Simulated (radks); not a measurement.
# Valence configurations of Sm²⁺

NIST gives [Xe] 4f6 as the ground configuration of Sm²⁺. Does this level of theory agree? Several fillings of the valence shells are run.

Method: Dirac Kohn-Sham, LDA (Slater exchange, Perdew-Wang correlation), spin-unpolarised, spherical densities, finite nucleus; open shells are shared between the two j in proportion to 2j + 1. Code: radks (a radial shooting solver on a logarithmic mesh, Libxc functionals) version 1.

## 1. Starting point

```
element            : samarium (Z = 62)
charge             : +2
electrons          : 60
configuration      : [Xe] 4f6
nuclear rms radius : 5.0819 fm
others tried       : 4f5 5d1; 4f5 6p1; 4f5 6s1; 4f5.5 5d0.5; 4f4 5d2; 4f4 6s2; 4f2 5d2 6s2; 4f5.5 6p0.5
```

The outer shells:

Sm²⁺
```
[Xe] core
4f [↑ ][↑ ][↑ ][↑ ][↑ ][↑ ][  ]
```

In the logs a row gives level, spin channel, occupation and eigenvalue; Etot, Ekin, Encl (electron-nucleus), Eh (Hartree) and Exc are energies, all in hartree; err is the last residual, it the number of iterations.

## 2. [Xe] 4f6

Settings of this run:

```text
Z 62
configuration [Xe] 4f6
relativity Dirac
functional lda,pw
spin unpolarised
j_filling average
nucleus finite rms 5.0819 fm
c 137.035999084
```

Started as:

```console
python run_ks.py task.json out
```

The same process makes all the runs of this session.

What it wrote:

```text
1s1/2   1   2.0000       -1712.31291935
2s1/2   1   2.0000        -280.13636744
2p1/2   1   2.0000        -265.68753925
2p3/2   1   4.0000        -243.56032009
3s1/2   1   2.0000         -61.73643616
3p1/2   1   2.0000         -55.49932564
3p3/2   1   4.0000         -51.02090648
3d3/2   1   4.0000         -40.15473137
3d5/2   1   6.0000         -39.18096846
4s1/2   1   2.0000         -12.64007428
4p1/2   1   2.0000         -10.24870428
4p3/2   1   4.0000          -9.25993371
4d3/2   1   4.0000          -5.31601019
4d5/2   1   6.0000          -5.13947494
4f5/2   1   2.5714          -0.59886773
4f7/2   1   3.4286          -0.57874649
5s1/2   1   2.0000          -2.08703424
5p1/2   1   2.0000          -1.44235756
5p3/2   1   4.0000          -1.30936357
Etot -10425.954101012152
Ekin 11300.420120772582
Encl -25522.827495013666
Eh 4025.2234035970905
Exc -228.7701303681581
err 6.431772249757454e-09
it 14
```

Highest occupied level: 4f7/2 at -15.748 eV.

Radial moments (bohr):

```
level  occupation  energy (eV)     <r>  outermost maximum (interpolated)  90 % within  nodes
4p3/2           4      -251.98  0.6228                             0.571        0.907      2
4d3/2           4      -144.66  0.6653                             0.583         1.00      1
4d5/2           6      -139.85  0.6758                             0.591         1.02      1
5s1/2           2      -56.791   1.407                              1.26         2.03      4
5p1/2           2      -39.249   1.584                              1.38         2.32      3
5p3/2           4      -35.630   1.677                              1.46         2.46      3
4f5/2     2.57143      -16.296  0.9820                             0.611         1.73      0
4f7/2     3.42857      -15.748  0.9983                             0.616         1.76      0
```

The radial density on a logarithmic grid:

```csv
r (bohr),4πr²ρ (e/bohr)
0.000928,3.225
0.00142,6.472
0.00215,12.42
0.00328,22.98
0.00498,39.14
0.00761,60.32
0.0115,78.78
0.0175,83.70
0.0267,75.34
0.0405,80.88
0.0619,106.1
0.0938,96.28
0.143,83.04
0.217,92.42
0.329,45.31
0.503,44.40
0.763,29.34
1.17,11.97
1.77,6.057
2.70,1.018
4.09,0.04215
```

## 3. [Xe] 4f5 5d1

Input: that of step 2 with these lines changed.

```diff
@@ -1,3 +1,3 @@
 Z 62
-configuration [Xe] 4f6
+configuration [Xe] 4f5 5d1
 relativity Dirac
```

What it wrote:

```text
1s1/2   1   2.0000       -1712.54760099
2s1/2   1   2.0000        -280.39138103
2p1/2   1   2.0000        -265.93789713
2p3/2   1   4.0000        -243.81258745
3s1/2   1   2.0000         -62.02567708
3p1/2   1   2.0000         -55.78684177
3p3/2   1   4.0000         -51.30975101
3d3/2   1   4.0000         -40.43937450
3d5/2   1   6.0000         -39.46620362
4s1/2   1   2.0000         -12.91146182
4p1/2   1   2.0000         -10.51723469
4p3/2   1   4.0000          -9.52376042
4d3/2   1   4.0000          -5.57158905
4d5/2   1   6.0000          -5.39328991
4f5/2   1   2.1429          -0.81108729
4f7/2   1   2.8571          -0.78906558
5s1/2   1   2.0000          -2.21737430
5p1/2   1   2.0000          -1.55409681
5p3/2   1   4.0000          -1.41209334
5d3/2   1   0.4000          -0.57114792
5d5/2   1   0.6000          -0.55895115
Etot -10425.79951434214
Ekin 11300.484568735312
Encl -25508.57849014754
Eh 4010.6939387627463
Exc -228.3995316926563
err 6.760847515224072e-09
it 14
```

Energy against step 2 ([Xe] 4f6): +4.207 eV. 5d5/2 is the highest filled level (-15.210 eV).

## 4. [Xe] 4f5 6p1

Input: that of step 3 with these lines changed.

```diff
@@ -1,3 +1,3 @@
 Z 62
-configuration [Xe] 4f5 5d1
+configuration [Xe] 4f5 6p1
 relativity Dirac
```

What it wrote:

```text
1s1/2   1   2.0000       -1712.68468964
2s1/2   1   2.0000        -280.53262628
2p1/2   1   2.0000        -266.07880697
2p3/2   1   4.0000        -243.95366574
3s1/2   1   2.0000         -62.16411129
3p1/2   1   2.0000         -55.92537482
3p3/2   1   4.0000         -51.44817336
3d3/2   1   4.0000         -40.57852041
3d5/2   1   6.0000         -39.60528959
4s1/2   1   2.0000         -13.04978187
4p1/2   1   2.0000         -10.65565717
4p3/2   1   4.0000          -9.66232333
4d3/2   1   4.0000          -5.71051464
4d5/2   1   6.0000          -5.53226705
4f5/2   1   2.1429          -0.94837821
4f7/2   1   2.8571          -0.92622516
5s1/2   1   2.0000          -2.35253345
5p1/2   1   2.0000          -1.68368881
5p3/2   1   4.0000          -1.53844398
6p1/2   1   0.3333          -0.46637101
6p3/2   1   0.6667          -0.44493840
Etot -10425.608961918468
Ekin 11300.360007312453
Encl -25500.188280021466
Eh 4002.4397736797805
Exc -228.22046288923323
err 4.3174232905132417e-10
it 15
```

Energy against step 2 ([Xe] 4f6): +9.392 eV. 6p3/2 is the highest filled level (-12.107 eV).

## 5. [Xe] 4f5 6s1

Input: that of step 4 with these lines changed.

```diff
@@ -1,3 +1,3 @@
 Z 62
-configuration [Xe] 4f5 6p1
+configuration [Xe] 4f5 6s1
 relativity Dirac
```

What it wrote:

```text
1s1/2   1   2.0000       -1712.64261835
2s1/2   1   2.0000        -280.49080376
2p1/2   1   2.0000        -266.03705604
2p3/2   1   4.0000        -243.91191059
3s1/2   1   2.0000         -62.12248116
3p1/2   1   2.0000         -55.88374715
3p3/2   1   4.0000         -51.40655607
3d3/2   1   4.0000         -40.53685818
3d5/2   1   6.0000         -39.56363097
4s1/2   1   2.0000         -13.00804302
4p1/2   1   2.0000         -10.61391578
4p3/2   1   4.0000          -9.62056292
4d3/2   1   4.0000          -5.66874887
4d5/2   1   6.0000          -5.49049710
4f5/2   1   2.1429          -0.90697754
4f7/2   1   2.8571          -0.88485274
5s1/2   1   2.0000          -2.31142598
5p1/2   1   2.0000          -1.64360911
5p3/2   1   4.0000          -1.49901026
6s1/2   1   1.0000          -0.59096894
Etot -10425.770272435215
Ekin 11300.576809481747
Encl -25503.006603583275
Eh 4004.921476260468
Exc -228.26195459415453
err 7.323294690546598e-09
it 15
```

Energy against step 2 ([Xe] 4f6): +5.002 eV. Highest occupied level: 6s1/2 at -16.081 eV.

## 6. [Xe] 4f5.5 5d0.5

Input: that of step 5 with these lines changed.

```diff
@@ -1,3 +1,3 @@
 Z 62
-configuration [Xe] 4f5 6s1
+configuration [Xe] 4f5.5 5d0.5
 relativity Dirac
```

What it wrote:

```text
1s1/2   1   2.0000       -1712.42477160
2s1/2   1   2.0000        -280.25771414
2p1/2   1   2.0000        -265.80671880
2p3/2   1   4.0000        -243.68038898
3s1/2   1   2.0000         -61.87376655
3p1/2   1   2.0000         -55.63584477
3p3/2   1   4.0000         -51.15805992
3d3/2   1   4.0000         -40.28990596
3d5/2   1   6.0000         -39.31642207
4s1/2   1   2.0000         -12.76979425
4p1/2   1   2.0000         -10.37711372
4p3/2   1   4.0000          -9.38620604
4d3/2   1   4.0000          -5.43845652
4d5/2   1   6.0000          -5.26111113
4f5/2   1   2.3571          -0.70003328
4f7/2   1   3.1429          -0.67896649
5s1/2   1   2.0000          -2.15087248
5p1/2   1   2.0000          -1.49721373
5p3/2   1   4.0000          -1.35989825
5d3/2   1   0.2000          -0.54188568
5d5/2   1   0.3000          -0.53058063
Etot -10425.896011787478
Ekin 11300.465052979665
Encl -25516.034275546306
Eh 4018.265643528047
Exc -228.5924327488823
err 9.986451478075483e-09
it 14
```

E − E(step 2, [Xe] 4f6) = +1.581 eV. The top filled level is 5d5/2, -14.438 eV.

## 7. [Xe] 4f4 5d2

Input: that of step 6 with these lines changed.

```diff
@@ -1,3 +1,3 @@
 Z 62
-configuration [Xe] 4f5.5 5d0.5
+configuration [Xe] 4f4 5d2
 relativity Dirac
```

What it wrote:

```text
1s1/2   1   2.0000       -1712.82070117
2s1/2   1   2.0000        -280.68997868
2p1/2   1   2.0000        -266.23057865
2p3/2   1   4.0000        -244.10768986
3s1/2   1   2.0000         -62.36732263
3p1/2   1   2.0000         -56.12637657
3p3/2   1   4.0000         -51.65081861
3d3/2   1   4.0000         -40.77532109
3d5/2   1   6.0000         -39.80286976
4s1/2   1   2.0000         -13.22371094
4p1/2   1   2.0000         -10.82569845
4p3/2   1   4.0000          -9.82577951
4d3/2   1   4.0000          -5.86313438
4d5/2   1   6.0000          -5.68250773
4f5/2   1   1.7143          -1.05776522
4f7/2   1   2.2857          -1.03382237
5s1/2   1   2.0000          -2.35372405
5p1/2   1   2.0000          -1.66998810
5p3/2   1   4.0000          -1.51781922
5d3/2   1   0.8000          -0.62873369
5d5/2   1   1.2000          -0.61454619
Etot -10425.472869604466
Ekin 11300.425576631536
Encl -25492.013684745194
Eh 3994.092430169685
Exc -227.97719166049228
err 3.4040495005317103e-09
it 14
```

Energy against step 2 ([Xe] 4f6): +13.095 eV. 5d5/2 is the highest filled level (-16.723 eV).

## 8. [Xe] 4f4 6s2

Input: that of step 7 with these lines changed.

```diff
@@ -1,3 +1,3 @@
 Z 62
-configuration [Xe] 4f4 5d2
+configuration [Xe] 4f4 6s2
 relativity Dirac
```

What it wrote:

```text
1s1/2   1   2.0000       -1713.03098661
2s1/2   1   2.0000        -280.91076731
2p1/2   1   2.0000        -266.45066645
2p3/2   1   4.0000        -244.32819350
3s1/2   1   2.0000         -62.58270609
3p1/2   1   2.0000         -56.34197095
3p3/2   1   4.0000         -51.86618102
3d3/2   1   4.0000         -40.99219504
3d5/2   1   6.0000         -40.01962021
4s1/2   1   2.0000         -13.43665362
4p1/2   1   2.0000         -11.03870688
4p3/2   1   4.0000         -10.03877316
4d3/2   1   4.0000          -6.07644001
4d5/2   1   6.0000          -5.89580996
4f5/2   1   1.7143          -1.26749287
4f7/2   1   2.2857          -1.24335299
5s1/2   1   2.0000          -2.55290895
5p1/2   1   2.0000          -1.85920579
5p3/2   1   4.0000          -1.70121166
6s1/2   1   2.0000          -0.65858406
Etot -10425.32545037362
Ekin 11300.55793539558
Encl -25479.7155726232
Eh 3981.514136687852
Exc -227.68194983385098
err 2.7692210938878467e-09
it 14
```

Energy against step 2 ([Xe] 4f6): +17.106 eV. Highest occupied level: 6s1/2 at -17.921 eV.

## 9. [Xe] 4f2 5d2 6s2

Input: that of step 8 with these lines changed.

```diff
@@ -1,3 +1,3 @@
 Z 62
-configuration [Xe] 4f4 6s2
+configuration [Xe] 4f2 5d2 6s2
 relativity Dirac
```

What it wrote:

```text
1s1/2   1   2.0000       -1713.68651033
2s1/2   1   2.0000        -281.63257583
2p1/2   1   2.0000        -267.15700754
2p3/2   1   4.0000        -245.04085869
3s1/2   1   2.0000         -63.41380995
3p1/2   1   2.0000         -57.16795054
3p3/2   1   4.0000         -52.69548631
3d3/2   1   4.0000         -41.80928751
3d5/2   1   6.0000         -40.83843377
4s1/2   1   2.0000         -14.16604480
4p1/2   1   2.0000         -11.75794697
4p3/2   1   4.0000         -10.73978529
4d3/2   1   4.0000          -6.75119249
4d5/2   1   6.0000          -6.56430148
4f5/2   1   0.8571          -1.85829407
4f7/2   1   1.1429          -1.83032094
5s1/2   1   2.0000          -2.83888108
5p1/2   1   2.0000          -2.10250516
5p3/2   1   4.0000          -1.92203181
5d3/2   1   0.8000          -0.89635117
5d5/2   1   1.2000          -0.87514876
6s1/2   1   2.0000          -0.70139529
Etot -10423.88826236394
Ekin 11299.813489500473
Encl -25440.061765005634
Eh 3943.0477422046706
Exc -226.68772906345131
err 3.073853136824038e-09
it 13
```

E − E(step 2, [Xe] 4f6) = +56.214 eV. Highest occupied level: 6s1/2 at -19.086 eV.

## 10. [Xe] 4f5.5 6p0.5

Input: that of step 9 with these lines changed.

```diff
@@ -1,3 +1,3 @@
 Z 62
-configuration [Xe] 4f2 5d2 6s2
+configuration [Xe] 4f5.5 6p0.5
 relativity Dirac
```

What it wrote:

```text
1s1/2   1   2.0000       -1712.49102248
2s1/2   1   2.0000        -280.32578054
2p1/2   1   2.0000        -265.87465601
2p3/2   1   4.0000        -243.74839352
3s1/2   1   2.0000         -61.94034362
3p1/2   1   2.0000         -55.70247611
3p3/2   1   4.0000         -51.22463531
3d3/2   1   4.0000         -40.35683690
3d5/2   1   6.0000         -39.38332249
4s1/2   1   2.0000         -12.83658988
4p1/2   1   2.0000         -10.44398538
4p3/2   1   4.0000          -9.45319208
4d3/2   1   4.0000          -5.50569928
4d5/2   1   6.0000          -5.32839683
4f5/2   1   2.3571          -0.76669201
4f7/2   1   3.1429          -0.74555563
5s1/2   1   2.0000          -2.21761900
5p1/2   1   2.0000          -1.56133303
5p3/2   1   4.0000          -1.42249328
6p1/2   1   0.1667          -0.42716432
6p3/2   1   0.3333          -0.40771383
Etot -10425.814166743192
Ekin 11300.4134148193
Encl -25511.97557688842
Eh 4014.2521631676536
Exc -228.50416784172518
err 8.032800938050129e-10
it 16
```

E − E(step 2, [Xe] 4f6) = +3.808 eV. The top filled level is 6p3/2, -11.094 eV.

## 11. What came out

```
    valence  E − E(NIST configuration) (eV)  highest level  its energy (eV)  1s shift (eV)
        4f6                           0.000          4f7/2          -15.748          +0.00
4f5.5 5d0.5                           1.581          5d5/2          -14.438          -3.04
4f5.5 6p0.5                           3.808          6p3/2          -11.094          -4.85
    4f5 5d1                           4.207          5d5/2          -15.210          -6.39
    4f5 6s1                           5.002          6s1/2          -16.081          -8.97
    4f5 6p1                           9.392          6p3/2          -12.107         -10.12
    4f4 5d2                          13.095          5d5/2          -16.723         -13.82
    4f4 6s2                          17.106          6s1/2          -17.921         -19.54
4f2 5d2 6s2                          56.214          6s1/2          -19.086         -37.38
```

**Reading.** The NIST configuration is the lowest of those tried, 1.581 eV under 4f5.5 5d0.5. The energies are those of spherical spin-averaged densities, not of single terms. The 1s eigenvalue shifts by up to 37.38 eV as the valence charge is rearranged.
